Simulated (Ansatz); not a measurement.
**CH5FSi2: basis-set convergence**

How large a basis does CH5FSi2 need? Two functionals are run in growing sets.

Program: Ansatz 0.2.0, Gaussian basis. Level of theory: one geometry, several basis sets. These are calculated values, not measurements.

The runs, in order: PBE0-D4/def2-SVP; ωB97M-V/def2-SVP; PBE0-D4/def2-QZVPP; ωB97M-V/def2-QZVPP; the functionals' def2-TZVPP values are taken from earlier runs.

## 1. Structure used throughout

The geometry comes from an earlier relaxation with PBE0-D4 in a triple-zeta def2 set; it is a stationary point, not always the lowest conformer.

9 atoms, charge 0, spin multiplicity 1.

Atoms are counted from 1 here; the program's logs count them from 0.

Bond lengths: F1–Si2 1.621 Å, Si2–C3 1.881 Å, C3–Si4 1.883 Å, C3–H6 1.095 Å, C3–H7 1.096 Å, Si4–H5 1.491 Å, Si4–H8 1.484 Å, Si4–H9 1.486 Å. Angles: F1–Si2–C3 98.9°, Si2–C3–Si4 111.4°, Si2–C3–H6 109.3°, Si2–C3–H7 111.0°, Si4–C3–H6 108.3°, Si4–C3–H7 107.6°, H6–C3–H7 109.3°, C3–Si4–H5 110.0°, C3–Si4–H8 110.1°, C3–Si4–H9 111.1°, H5–Si4–H8 108.2°, H5–Si4–H9 107.9°, H8–Si4–H9 109.5°.

## 2. PBE0-D4 in def2-SVP

The input, in.yaml:

```yaml
crystal:
  periodic: [false, false, false]
  atoms:
    - {symbol: F, position_ang: [-0.071275, -0.414929, -2.549797]}
    - {symbol: Si, position_ang: [0.389902, 0.952483, -1.812489]}
    - {symbol: C, position_ang: [0.855639, 0.237336, -0.136619]}
    - {symbol: Si, position_ang: [-0.672380, -0.198050, 0.873910]}
    - {symbol: H, position_ang: [-1.706298, 0.864455, 0.718561]}
    - {symbol: H, position_ang: [1.438047, 0.977332, 0.422945]}
    - {symbol: H, position_ang: [1.448202, -0.677903, -0.251743]}
    - {symbol: H, position_ang: [-1.248943, -1.480175, 0.398856]}
    - {symbol: H, position_ang: [-0.344294, -0.306850, 2.319274]}
basis:
  gaussian: {orbitals: def2-SVP}
hamiltonian: {xc: pbe0, dispersion: d4}
output: {orbitals: {seedname: orbitals}}
```

Launch:

```bash
$ ansatz run in.yaml --threads 2 --pin off --events-out ev --progress --plain --max-ram 4352MiB
```

The runs that follow: ωB97M-V in def2-SVP; PBE0-D4 in def2-QZVPP; ωB97M-V in def2-QZVPP.

**Question.** What will the summary of the whole plan be? Wanted: PBE0-D4: double and triple zeta above quadruple; ωB97M-V: double and triple zeta above quadruple.

**Answer**, as computed:

| quantity | value |
| --- | --- |
| PBE0-D4: double and triple zeta above quadruple | 11.06, 0.76 eV |
| ωB97M-V: double and triple zeta above quadruple | 11.18, 0.71 eV |

PBE0-D4 gains 10.30 eV from double to triple zeta, then 0.76 eV more. Total energies overstate the basis error of differences, where much of it tends to cancel.
